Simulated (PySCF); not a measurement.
# C9H14O2: NMR shifts at several levels of theory, part 1 of 2

Aim: compute the NMR shifts of C9H14O2 (`OCC#CC1(O)CCCCC1`) at several levels, and see how far they spread and what each costs.

The runs use PySCF 2.14.0, with density-fitted response routines of our own; the level of theory stands in each step. All values are computed, except where a source is named. Atoms are numbered from 0 throughout.

**1. The molecule as given**

25 atoms, charge 0, multiplicity 1; geometry from: GFN2-xTB.

Bonds of the start (Å): O0–C1 1.41, C1–C2 1.46, C2–C3 1.20, C3–C4 1.46, C4–O5 1.42, C4–C6 1.54, C6–C7 1.53, C7–C8 1.53, C8–C9 1.52, C9–C10 1.53, C10–C4 1.54, O0–H11 0.96, C1–H12 1.10, C1–H13 1.09, O5–H14 0.96, C6–H15 1.09, C6–H16 1.09, C7–H17 1.09, C7–H18 1.09, C8–H19 1.09, C8–H20 1.09, C9–H21 1.09, C9–H22 1.09, C10–H23 1.09, C10–H24 1.09.

**2. Relaxing the molecule at PBE0-D3(BJ)/def2-SVP**

The job: settings as JSON, then the geometry in Å.

```
{"job": {"xc": "PBE0", "basis": "def2-SVP", "d3": "d3bj", "grid": 1, "kind": "geom"}, "charge": 0, "multiplicity": 1}
O      4.392090    -0.156540     0.040000
C      3.511540     0.002170    -1.053480
C      2.111840    -0.004890    -0.654480
C      0.977920     0.010680    -0.263000
C     -0.390490     0.011420     0.259440
O     -0.358450     0.031960     1.679420
C     -1.112930     1.286300    -0.202850
C     -2.576620     1.269920     0.226530
C     -3.284820     0.038060    -0.327240
C     -2.589500    -1.224460     0.170910
C     -1.128140    -1.234830    -0.268170
H      4.168680     0.494170     0.714670
H      3.723850     0.940630    -1.592230
H      3.711690    -0.840030    -1.723350
H      0.109460    -0.751820     1.986940
H     -0.603320     2.147190     0.232610
H     -1.037760     1.352330    -1.290210
H     -3.066750     2.179800    -0.125280
H     -2.622130     1.256180     1.316440
H     -4.330280     0.035920    -0.012940
H     -3.261840     0.062420    -1.419840
H     -3.093200    -2.113580    -0.213660
H     -2.636880    -1.251230     1.261680
H     -0.627110    -2.134470     0.101270
H     -1.063500    -1.239490    -1.358300
```

What it wrote:

```text
step   0  E = -500.84202254  max force = 0.020837
step   1  E = -500.84417172  max force = 0.004000
step   2  E = -500.84436899  max force = 0.001735
step   3  E = -500.84444911  max force = 0.000969
step   4  E = -500.84447969  max force = 0.001125
step   5  E = -500.84450572  max force = 0.000829
step   6  E = -500.84450936  max force = 0.000593
step   7  E = -500.84450539  max force = 0.000782
step   8  E = -500.84451243  max force = 0.001068
step   9  E = -500.84453135  max force = 0.000784
step  10  E = -500.84454057  max force = 0.000657
step  11  E = -500.84454034  max force = 0.000316
optimisation converged
```

It took 2.9 min on 8 threads of Intel Xeon Platinum 8488C (Sapphire Rapids), shared host.

Along the way:

```
step  energy from step 0 (eV)  largest force component (eV/Å)
   0                   0.0000                          1.0715
   1                  -0.0585                          0.2057
   2                  -0.0639                          0.0892
   3                  -0.0660                          0.0498
   4                  -0.0669                          0.0578
   5                  -0.0676                          0.0426
   6                  -0.0677                          0.0305
   7                  -0.0676                          0.0402
   8                  -0.0678                          0.0549
   9                  -0.0683                          0.0403
  10                  -0.0685                          0.0338
  11                  -0.0685                          0.0162
```

Distances of close pairs at the start and the end, largest changes first:

```
   bond  before (Å)  after (Å)  change (Å)
  C2–C3       1.200      1.213      +0.013
 C8–H20       1.093      1.106      +0.013
  O0–C1       1.413      1.401      -0.012
 C7–H18       1.091      1.102      +0.011
C10–H24       1.092      1.103      +0.011
 C9–H22       1.092      1.103      +0.010
 C6–H16       1.092      1.102      +0.010
 C8–H19       1.092      1.102      +0.010
```

The end geometry stands in the next job.

```
                         at the end point                value
  point group (found at 0.08 Å tolerance)                   C1
rotational constants (GHz, main isotopes)  2.747, 0.476, 0.465
                        dipole moment (D)                 1.00
```

**3. Shielding tensors: PBE0/pcSseg-1**

The job: settings as JSON, then the geometry in Å.

```
{"job": {"kind": "nmr", "xc": "PBE0", "basis": "pcSseg-1", "pop": false}, "charge": 0, "multiplicity": 1}
O      4.463339     0.145594    -0.055172
C      3.527340     0.124174    -1.097404
C      2.136397     0.056879    -0.641533
C      0.994024     0.052844    -0.233463
C     -0.390244     0.002339     0.266161
O     -0.394659     0.007150     1.683143
C     -1.162786     1.255382    -0.166867
C     -2.621074     1.194239     0.268920
C     -3.307348    -0.064286    -0.249869
C     -2.548731    -1.317396     0.172299
C     -1.092296    -1.259947    -0.269486
H      4.232214     0.875123     0.530145
H      3.633138     0.998973    -1.771332
H      3.756213    -0.763263    -1.709510
H      0.128735    -0.746497     1.978682
H     -0.656811     2.133579     0.261960
H     -1.090535     1.338645    -1.263706
H     -3.148896     2.096310    -0.079691
H     -2.660784     1.207712     1.370190
H     -4.348666    -0.108647     0.107548
H     -3.359231    -0.024636    -1.353694
H     -3.027040    -2.220897    -0.238361
H     -2.582639    -1.409969     1.270506
H     -0.535130    -2.147401     0.075650
H     -1.021179    -1.258194    -1.370232
```

Level: GIAO PBE0/pcSseg-1 NMR shielding, non-relativistic, gas phase.

What it wrote:

```text
coarse grid: 20632 points
cycle   1  E = -500.8779890544  dE =  1.549e+00  |g| = 9.060e-01  |ddm| = 4.816e+00
cycle   2  E = -500.7567878213  dE =  1.212e-01  |g| = 1.235e+00  |ddm| = 2.407e+00
cycle   3  E = -501.0354006952  dE = -2.786e-01  |g| = 1.205e-01  |ddm| = 1.723e+00
cycle   4  E = -501.0381119467  dE = -2.711e-03  |g| = 5.000e-02  |ddm| = 2.112e-01
cycle   5  E = -501.0385393481  dE = -4.274e-04  |g| = 2.623e-02  |ddm| = 7.343e-02
cycle   6  E = -501.0386909763  dE = -1.516e-04  |g| = 7.834e-03  |ddm| = 2.674e-02
cycle   7  E = -501.0387050580  dE = -1.408e-05  |g| = 1.669e-03  |ddm| = 7.856e-03
cycle   8  E = -501.0387056430  dE = -5.850e-07  |g| = 3.317e-04  |ddm| = 2.434e-03
final grid: 198496 points
cycle   9  E = -501.1273329087  dE = -7.548e-05  |g| = 1.229e-02  |ddm| = 7.849e-02
cycle  10  E = -501.1273062086  dE =  2.670e-05  |g| = 1.710e-02  |ddm| = 2.930e-02
cycle  11  E = -501.1273653231  dE = -5.911e-05  |g| = 1.263e-03  |ddm| = 1.699e-02
cycle  12  E = -501.1273656254  dE = -3.022e-07  |g| = 3.790e-04  |ddm| = 1.583e-03
cycle  13  E = -501.1273656458  dE = -2.042e-08  |g| = 2.070e-04  |ddm| = 6.040e-04
cycle  14  E = -501.1273656545  dE = -8.678e-09  |g| = 8.004e-05  |ddm| = 2.245e-04
cycle  15  E = -501.1273656559  dE = -1.453e-09  |g| = 1.713e-05  |ddm| = 9.265e-05
cycle  16  E = -501.1273656560  dE = -6.889e-11  |g| = 2.420e-06  |ddm| = 3.223e-05
converged SCF energy = -501.1273656560

GIAO shielding tensors (ppm)
atom      isotropic    diamagn.    paramagn.     s11        s22        s33       span
  0 O      300.558     388.473     -87.916    249.934    298.978    352.761    102.828
  1 C      131.056     246.945    -115.889    105.221    118.481    169.465     64.244
  2 C       97.247     271.034    -173.787     17.005     21.508    253.228    236.223
  3 C       87.412     257.027    -169.615     -1.964      2.546    261.654    263.619
  4 C      119.621     244.616    -124.995    101.743    108.019    149.101     47.358
  5 O      253.346     393.279    -139.933    212.701    232.134    315.202    102.501
  6 C      144.740     246.766    -102.025    133.592    142.929    157.701     24.109
  7 C      161.700     245.842     -84.142    154.970    159.358    170.770     15.800
  8 C      156.660     246.865     -90.205    153.114    156.421    160.446      7.332
  9 C      161.582     245.964     -84.382    154.349    158.852    171.545     17.197
 10 C      141.188     246.747    -105.559    129.379    137.378    156.807     27.428
 11 H       31.488      33.126      -1.638     23.089     29.826     41.548     18.459
 12 H       26.878      29.163      -2.285     21.423     27.524     31.688     10.265
 13 H       27.050      28.536      -1.486     22.107     27.500     31.543      9.436
 14 H       31.260      35.279      -4.019     23.760     27.595     42.425     18.664
 15 H       29.327      31.518      -2.191     24.788     28.845     34.350      9.562
 16 H       29.986      31.590      -1.604     25.984     29.480     34.495      8.511
 17 H       29.963      27.996       1.967     24.560     27.795     37.535     12.974
 18 H       29.420      29.893      -0.473     25.520     28.219     34.522      9.002
 19 H       29.739      26.456       3.283     24.942     27.231     37.046     12.104
 20 H       30.217      28.792       1.425     26.479     28.011     36.161      9.682
 21 H       29.935      28.140       1.794     24.523     27.808     37.473     12.950
 22 H       29.468      29.980      -0.512     25.571     28.368     34.466      8.896
 23 H       29.748      32.223      -2.475     25.403     29.457     34.385      8.982
 24 H       29.789      31.781      -1.993     26.033     29.153     34.180      8.148
```

It took 44 s on 8 threads of Intel Xeon Platinum 8488C (Sapphire Rapids), shared host.

The references, computed at this level on geometries of the same kind, shield at (ppm): 1H TMS 31.27, 13C TMS 184.4, 17O H2O 334.6. Their shielding less the atom's gives the shift. The references are single molecules in the gas phase, so shifts against H2O, NH3, PH3, H3PO4 or CFCl3 are not on the usual liquid scales and can be off by tens of ppm. Atoms listed in one row are averaged.

```
   atoms                                           environment  σ (ppm)  δ (ppm)  δ scaled to CDCl3
      C3                                         alkyne carbon     87.4     97.0               93.7
      C2                                         alkyne carbon     97.2     87.2               84.1
      C4  propargylic fully substituted sp3 carbon bonded to O    119.6     64.8               62.4
      C1                       propargylic sp3 CH2 bonded to O    131.1     53.4               51.3
 C6, C10                                     sp3 CH2 in a ring    143.0     41.4               39.7
      C8                                     sp3 CH2 in a ring    156.7     27.7               26.4
  C7, C9                                     sp3 CH2 in a ring    161.6     22.8               21.6
H12, H13         hydrogen on a propargylic sp3 CH2 bonded to O    26.96     4.30               4.29
H18, H22                      hydrogen on an sp3 CH2 in a ring    29.44     1.82               1.94
H15, H23                      hydrogen on an sp3 CH2 in a ring    29.54     1.73               1.86
     H19                      hydrogen on an sp3 CH2 in a ring    29.74     1.53               1.66
H16, H24                      hydrogen on an sp3 CH2 in a ring    29.89     1.38               1.52
H17, H21                      hydrogen on an sp3 CH2 in a ring    29.95     1.32               1.47
     H20                      hydrogen on an sp3 CH2 in a ring    30.22     1.05               1.21
     H14                         hydrogen on an alcohol oxygen    31.26     0.01                  –
     H11                         hydrogen on an alcohol oxygen    31.49    -0.22                  –
      O5                                        alcohol oxygen    253.3     81.2                  –
      O0                                        alcohol oxygen    300.6     34.0                  –
```

The scaled column applies a straight-line fit of computed shieldings to shifts measured in CDCl3 (root-mean-square error 0.21 ppm for H, 2.0 ppm for C).

Ring of atoms C4, C6, C7, C8, C9, C10: NICS(0) -2.3, NICS(1) -2.1, NICS(1)zz 3.3 ppm (means of both faces). The ring holds saturated atoms, so no π current runs round it: these values come from its σ bonds, any local π bonds and neighbouring rings, and say nothing of aromaticity.

**4. NMR shieldings: PBE/pcSseg-1**

Settings changed since step 3:

```diff
@@ -1,2 +1,2 @@
-{"job": {"kind": "nmr", "xc": "PBE0", "basis": "pcSseg-1", "pop": false}, "charge": 0, "multiplicity": 1}
+{"job": {"kind": "nmr", "xc": "PBE", "basis": "pcSseg-1", "pop": false}, "charge": 0, "multiplicity": 1}
 O      4.463339     0.145594    -0.055172
```

Level: GIAO PBE/pcSseg-1 NMR shielding, non-relativistic, gas phase.

What it wrote:

```text
coarse grid: 20632 points
cycle   1  E = -500.7052908663  dE =  1.254e+00  |g| = 1.115e+00  |ddm| = 4.902e+00
cycle   2  E = -500.1438836143  dE =  5.614e-01  |g| = 2.008e+00  |ddm| = 4.222e+00
cycle   3  E = -500.9432561885  dE = -7.994e-01  |g| = 2.819e-01  |ddm| = 3.516e+00
cycle   4  E = -500.9579748976  dE = -1.472e-02  |g| = 1.360e-01  |ddm| = 5.259e-01
cycle   5  E = -500.9603821223  dE = -2.407e-03  |g| = 9.093e-02  |ddm| = 1.823e-01
cycle   6  E = -500.9623629616  dE = -1.981e-03  |g| = 1.933e-02  |ddm| = 9.408e-02
cycle   7  E = -500.9624428151  dE = -7.985e-05  |g| = 6.119e-03  |ddm| = 2.369e-02
cycle   8  E = -500.9624508554  dE = -8.040e-06  |g| = 1.157e-03  |ddm| = 9.783e-03
final grid: 198496 points
cycle   9  E = -501.0828485188  dE = -8.056e-05  |g| = 2.120e-02  |ddm| = 1.115e-01
cycle  10  E = -501.0826199226  dE =  2.286e-04  |g| = 3.953e-02  |ddm| = 6.396e-02
cycle  11  E = -501.0829440530  dE = -3.241e-04  |g| = 3.479e-03  |ddm| = 4.368e-02
cycle  12  E = -501.0829464499  dE = -2.397e-06  |g| = 8.087e-04  |ddm| = 4.247e-03
cycle  13  E = -501.0829465714  dE = -1.215e-07  |g| = 2.930e-04  |ddm| = 1.438e-03
cycle  14  E = -501.0829465873  dE = -1.587e-08  |g| = 1.156e-04  |ddm| = 5.482e-04
cycle  15  E = -501.0829465893  dE = -2.030e-09  |g| = 6.758e-05  |ddm| = 1.449e-04
cycle  16  E = -501.0829465905  dE = -1.136e-09  |g| = 9.539e-06  |ddm| = 7.673e-05
cycle  17  E = -501.0829465905  dE = -1.387e-11  |g| = 4.680e-06  |ddm| = 1.606e-05
converged SCF energy = -501.0829465905

GIAO shielding tensors (ppm)
atom      isotropic    diamagn.    paramagn.     s11        s22        s33       span
  0 O      291.553     388.119     -96.566    240.385    289.641    344.633    104.248
  1 C      123.571     248.673    -125.102     96.118    110.855    163.739     67.621
  2 C       94.139     271.136    -176.997     15.996     19.678    246.743    230.748
  3 C       83.891     256.234    -172.343     -3.524      0.839    254.358    257.882
  4 C      111.781     246.938    -135.158     92.856    100.022    142.465     49.609
  5 O      242.691     392.583    -149.892    199.811    223.651    304.610    104.799
  6 C      138.478     247.334    -108.856    126.957    136.368    152.111     25.154
  7 C      155.503     246.251     -90.748    148.366    152.512    165.631     17.265
  8 C      150.147     247.440     -97.293    145.779    150.620    154.043      8.264
  9 C      155.410     246.373     -90.963    147.651    151.906    166.675     19.024
 10 C      134.475     247.341    -112.866    122.291    130.086    151.047     28.755
 11 H       31.765      33.486      -1.721     23.717     30.430     41.148     17.431
 12 H       26.504      29.235      -2.730     21.011     27.334     31.168     10.157
 13 H       26.802      28.534      -1.733     21.984     27.468     30.953      8.969
 14 H       31.403      35.586      -4.183     24.269     27.988     41.953     17.684
 15 H       29.204      31.754      -2.550     24.931     28.856     33.826      8.895
 16 H       29.789      31.952      -2.163     25.958     29.432     33.979      8.021
 17 H       29.829      27.708       2.120     24.646     27.887     36.953     12.307
 18 H       29.259      30.104      -0.845     25.528     28.188     34.063      8.535
 19 H       29.589      26.019       3.569     25.079     27.286     36.401     11.321
 20 H       30.072      29.022       1.050     26.395     28.097     35.725      9.329
 21 H       29.799      27.869       1.930     24.604     27.906     36.886     12.282
 22 H       29.271      30.207      -0.935     25.520     28.323     33.972      8.452
 23 H       29.634      32.475      -2.841     25.546     29.482     33.873      8.328
 24 H       29.549      32.157      -2.607     25.985     29.018     33.646      7.660
```

Wall time 34 s (8 threads of Intel Xeon Platinum 8488C (Sapphire Rapids), shared host).

In short: δ C3 96.1, C2 85.9, C4 68.3, C1 56.5, H12 4.54, H18 1.93 ppm (means over like atoms).

**5. Shielding tensors: wB97X-D/pcSseg-1**

Settings changed since step 4:

```diff
@@ -1,2 +1,2 @@
-{"job": {"kind": "nmr", "xc": "PBE", "basis": "pcSseg-1", "pop": false}, "charge": 0, "multiplicity": 1}
+{"job": {"kind": "nmr", "xc": "wB97X-D", "basis": "pcSseg-1", "pop": false}, "charge": 0, "multiplicity": 1}
 O      4.463339     0.145594    -0.055172
```

Level: GIAO wB97X-D/pcSseg-1 NMR shielding, non-relativistic, gas phase.

What it wrote:

```text
coarse grid: 20632 points
cycle   1  E = -501.2946073870  dE =  1.965e+00  |g| = 9.103e-01  |ddm| = 4.838e+00
cycle   2  E = -501.2903456067  dE =  4.262e-03  |g| = 9.890e-01  |ddm| = 1.848e+00
cycle   3  E = -501.4530010260  dE = -1.627e-01  |g| = 7.558e-02  |ddm| = 1.082e+00
cycle   4  E = -501.4541098190  dE = -1.109e-03  |g| = 3.050e-02  |ddm| = 1.028e-01
cycle   5  E = -501.4543213196  dE = -2.115e-04  |g| = 7.636e-03  |ddm| = 4.100e-02
cycle   6  E = -501.4543333495  dE = -1.203e-05  |g| = 2.469e-03  |ddm| = 1.040e-02
cycle   7  E = -501.4543345461  dE = -1.197e-06  |g| = 7.781e-04  |ddm| = 3.100e-03
final grid: 198496 points
cycle   8  E = -501.5439618581  dE = -3.985e-04  |g| = 5.353e-03  |ddm| = 9.665e-02
cycle   9  E = -501.5439684599  dE = -6.602e-06  |g| = 3.352e-03  |ddm| = 1.397e-02
cycle  10  E = -501.5439706975  dE = -2.238e-06  |g| = 1.122e-03  |ddm| = 3.892e-03
cycle  11  E = -501.5439709878  dE = -2.902e-07  |g| = 4.792e-04  |ddm| = 2.020e-03
cycle  12  E = -501.5439710396  dE = -5.182e-08  |g| = 1.450e-04  |ddm| = 5.049e-04
cycle  13  E = -501.5439710450  dE = -5.455e-09  |g| = 4.914e-05  |ddm| = 2.085e-04
cycle  14  E = -501.5439710457  dE = -6.212e-10  |g| = 1.345e-05  |ddm| = 7.784e-05
converged SCF energy = -501.5439710457

GIAO shielding tensors (ppm)
atom      isotropic    diamagn.    paramagn.     s11        s22        s33       span
  0 O      302.378     388.742     -86.364    251.421    301.272    354.440    103.019
  1 C      131.663     245.876    -114.213    106.098    118.512    170.379     64.281
  2 C       97.540     272.062    -174.522     16.029     20.645    255.948    239.919
  3 C       87.555     259.708    -172.153     -3.260      1.342    264.583    267.843
  4 C      119.907     244.212    -124.306    101.948    108.073    149.699     47.751
  5 O      255.764     394.255    -138.491    215.693    233.861    317.738    102.046
  6 C      144.856     247.219    -102.363    133.507    142.932    158.127     24.620
  7 C      162.297     245.879     -83.582    155.798    160.165    170.928     15.130
  8 C      157.482     246.730     -89.248    154.262    157.060    161.122      6.860
  9 C      162.170     245.999     -83.829    155.218    159.714    171.579     16.362
 10 C      141.438     247.225    -105.788    129.436    137.536    157.341     27.905
 11 H       31.510      33.210      -1.700     23.085     29.847     41.597     18.512
 12 H       27.098      29.057      -1.959     21.687     27.740     31.868     10.181
 13 H       27.252      28.446      -1.194     22.330     27.680     31.744      9.414
 14 H       31.298      35.522      -4.223     23.767     27.662     42.467     18.700
 15 H       29.457      31.801      -2.344     24.913     28.992     34.466      9.554
 16 H       30.154      32.018      -1.864     26.154     29.647     34.661      8.507
 17 H       30.115      28.027       2.088     24.724     27.923     37.698     12.974
 18 H       29.580      30.088      -0.508     25.675     28.360     34.705      9.030
 19 H       29.890      26.358       3.533     25.063     27.365     37.244     12.181
 20 H       30.366      28.985       1.380     26.660     28.116     36.321      9.661
 21 H       30.088      28.174       1.914     24.690     27.935     37.639     12.948
 22 H       29.637      30.197      -0.560     25.745     28.510     34.656      8.911
 23 H       29.873      32.545      -2.671     25.526     29.592     34.503      8.977
 24 H       29.973      32.203      -2.229     26.209     29.350     34.360      8.151
```

It took 53 s on 8 threads of Intel Xeon Platinum 8488C (Sapphire Rapids), shared host.

This run: δ C3 97.0, C2 87.0, C4 64.6, C1 52.9, H12 4.21, H18 1.77 ppm (means over like atoms).

(Continued in part 2 of 2.)
